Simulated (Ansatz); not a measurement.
**Nickel, hcp under PBEsol: structure, energy and stiffness**

Aim: take nickel in the hcp structure, relax it, solve it on a dense k-mesh, then scale the cell to 7 volumes from 88 to 112 % of the relaxed one and try a fit of the equation of state. The start is antiferromagnetic (alternate layers). The k-meshes are 14×14×8 for the relaxation; 24×24×13 for the dense run; 17×17×9 for the volumes.

This is Ni in the hcp structure; at room conditions it is fcc.

Method: DFT PBEsol, plane waves (420 eV) with PAW, scalar-relativistic; PAW files made under PBE, frozen cores solved again for the functional, in Ansatz 0.2.0.

## Step 1: Starting point

The structure is hexagonal, space group P6_3/mmc (No. 194). The conventional cell has a = 2.492 Å, b = 2.492 Å, c = 4.069 Å, α = 90.00°, β = 90.00°, γ = 120.00°. Around Ni (site symmetry -6m2) lie 12 Ni at 2.49 Å.

As a file:

```
Ni
1.0
     2.49176    0.00000    0.00000
    -1.24588    2.15792    0.00000
     0.00000    0.00000    4.06904
Ni
2
Direct
  0.33333 0.66667 0.25000
  0.66667 0.33333 0.75000
```

Starting moments (μB): +0.8, -0.8.

## Step 2: Relaxing cell and atoms

input.yaml

```yaml
crystal:
  lattice:
    - [2.491755966, 0.0, 0.0]
    - [-1.245877983, 2.1579239666, 0.0]
    - [0.0, 0.0, 4.0690374925]
  atoms:
    - { symbol: Ni, position: [0.3333333333, 0.6666666667, 0.25], spin: 0.8 }
    - { symbol: Ni, position: [0.6666666667, 0.3333333333, 0.75], spin: -0.8 }
hamiltonian:
  xc: pbesol
  pseudopotentials:
    kind: paw
    azcp:
      Ni: "pseudopotentials/Ni.paw.azcp"
basis:
  ecutwfc: 420
  fft_grid_basis: typed
kpoints:
  mp_grid: { grid: [14, 14, 8], shift: [0, 0, 0] }
magnetization:
  spin_polarized: true
scf:
  occupations: { method: fermi_dirac, width: 0.05 }
relax:
  max_steps: 60
  f_tol: 0.01
  cell: {}
```

Further steps of the session: Single point on a dense mesh; At 88 % of the relaxed volume; At 92 % of the relaxed volume; At 96 % of the relaxed volume; At 100 % of the relaxed volume; At 104 % of the relaxed volume; At 108 % of the relaxed volume; At 112 % of the relaxed volume.

Q: Predict the outcome of this session. Wanted: space group; conventional cell; volume; shortest distance; gap on the mesh; magnetic state; relative to fcc, ferromagnetic; V₀, B₀, B₀′.

**Answer**, as computed:

| quantity | value |
| --- | --- |
| space group (spins left aside) | P6_3/mmc (No. 194) |
| conventional cell | a = 2.448 Å, c = 4.014 Å (c/a = 1.640) |
| volume | 10.413 Å³/atom |
| shortest distance | 2.448 Å |
| gap on the mesh | none (levels filled in part) |
| magnetic state | ferromagnetic, up to 0.67 μB per atom |
| relative to fcc, ferromagnetic | +26 meV/atom |
| V₀, B₀, B₀′ | 10.414 Å³/atom, 229 GPa, 4.8 |

The relaxation shrank the cell by 4.8 % in volume. It lies 26 meV/atom above the element's reference form at the same level (fcc, ferromagnetic, from a run of its own). It ends ferromagnetic, with up to 0.67 μB per atom. That is not the order it started in. No gap shows: it is a metal or semimetal at this level. The fitted modulus is 229 GPa; letting shape and positions relax at each volume could only lower it. Relaxation kept the symmetry; phonons were not checked.
